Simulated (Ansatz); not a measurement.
**CH7AlBFGe: one species, many methods**

An exercise on one series of results from a longer session: the logs are not shown, and one member is left open.

Computed with Ansatz 0.2.0, Gaussian basis. Level: functionals in def2-TZVPP, the program's frozen cores in correlated methods.

Plan: PBE-D4, r2SCAN-D4, PBE0-D4, B3LYP-D4, ωB97X-V, ωB97M-V, B2PLYP; CCSD(T)/def2-TZVPP; MP2/def2-QZVPP; extrapolation to the limit.

### The relaxed structure

An earlier PBE0-D4 in a triple-zeta def2 set relaxation fixed the geometry.

SMILES `[CH3][AlH][B](F)[GeH3]`, 12 atoms, charge 0, spin multiplicity 1.

Atoms are counted from 1 here; the program's logs count them from 0.

Bond lengths: C1–Al2 1.954 Å, C1–H6 1.092 Å, C1–H7 1.096 Å, C1–H8 1.096 Å, Al2–B3 2.190 Å, Al2–H9 1.595 Å, B3–F4 1.327 Å, B3–Ge5 2.097 Å, Ge5–H10 1.544 Å, Ge5–H11 1.544 Å, Ge5–H12 1.541 Å. Angles: Al2–C1–H6 113.8°, Al2–C1–H7 110.4°, Al2–C1–H8 110.7°, H6–C1–H7 107.8°, H6–C1–H8 108.0°, H7–C1–H8 105.8°, C1–Al2–B3 117.3°, C1–Al2–H9 121.0°, B3–Al2–H9 121.7°, Al2–B3–F4 120.7°, Al2–B3–Ge5 121.8°, F4–B3–Ge5 117.5°, B3–Ge5–H10 108.9°, B3–Ge5–H11 108.8°, B3–Ge5–H12 116.6°, H10–Ge5–H11 105.7°, H10–Ge5–H12 108.1°, H11–Ge5–H12 108.1°.

The first run:

in.yaml

```yaml
crystal:
  periodic: [false, false, false]
  atoms:
    - {symbol: C, position_ang: [-1.974961, 0.698375, 0.397228]}
    - {symbol: Al, position_ang: [-0.701369, -0.314014, 1.478750]}
    - {symbol: B, position_ang: [1.242737, -0.768527, 0.579403]}
    - {symbol: F, position_ang: [2.168436, -1.428552, 1.262865]}
    - {symbol: Ge, position_ang: [1.717997, -0.184670, -1.378294]}
    - {symbol: H, position_ang: [-2.936570, 0.862159, 0.887980]}
    - {symbol: H, position_ang: [-1.560185, 1.678984, 0.135763]}
    - {symbol: H, position_ang: [-2.163392, 0.190571, -0.555605]}
    - {symbol: H, position_ang: [-1.071666, -0.784097, 2.957664]}
    - {symbol: H, position_ang: [1.547725, 1.345349, -1.498990]}
    - {symbol: H, position_ang: [0.683205, -0.798769, -2.346426]}
    - {symbol: H, position_ang: [3.125243, -0.552010, -1.886238]}
basis:
  gaussian: {orbitals: def2-TZVPP}
hamiltonian: {xc: pbe, dispersion: d4}
output: {forces: true, orbitals: {seedname: orbitals}}
```

Launch:

```bash
ansatz run in.yaml --threads 4 --pin off --events-out ev --progress --plain --max-ram 10444MiB
```

Among the steps run: PBE-D4 (GGA); r2SCAN-D4 (meta-GGA); PBE0-D4 (hybrid); B3LYP-D4 (hybrid); ωB97X-V (range-separated); ωB97M-V (range-separated); B2PLYP (double hybrid); CCSD(T) in def2-TZVPP; MP2 in def2-QZVPP.

One of the session's tables, all rows but one given; the rest of the session is left out.

```
            method  atomisation energy (kcal/mol)
            PBE-D4                          925.6
         r2SCAN-D4                          925.2
           PBE0-D4                          916.1
          B3LYP-D4                          917.8
           ωB97X-V                          924.7
           ωB97M-V                          919.2
            B2PLYP                              ?
     HF/def2-TZVPP                          695.5
    MP2/def2-TZVPP                          906.9
   CCSD/def2-TZVPP                          890.8
CCSD(T)/def2-TZVPP                          901.6
           MP2/CBS                          925.8
       CCSD(T)/CBS                          920.5
```

Q: Estimate the row for B2PLYP from the others.

As computed: atomisation energy (kcal/mol): 908.5. In the column «atomisation energy (kcal/mol)» it lies between MP2/def2-TZVPP (906.9) and PBE0-D4 (916.1).

Among the levels timed on like hardware and quicker than the yardstick, those that no quicker one beats, quickest first: PBE-D4 (2.9 s, +5.1 kcal/mol); PBE0-D4 (3.8 s, -4.4 kcal/mol); B3LYP-D4 (6 s, -2.7 kcal/mol); ωB97M-V (13 s, -1.3 kcal/mol).

B2PLYP carry no dispersion term (for B3LYP, D4 adds 8.7 kcal/mol).
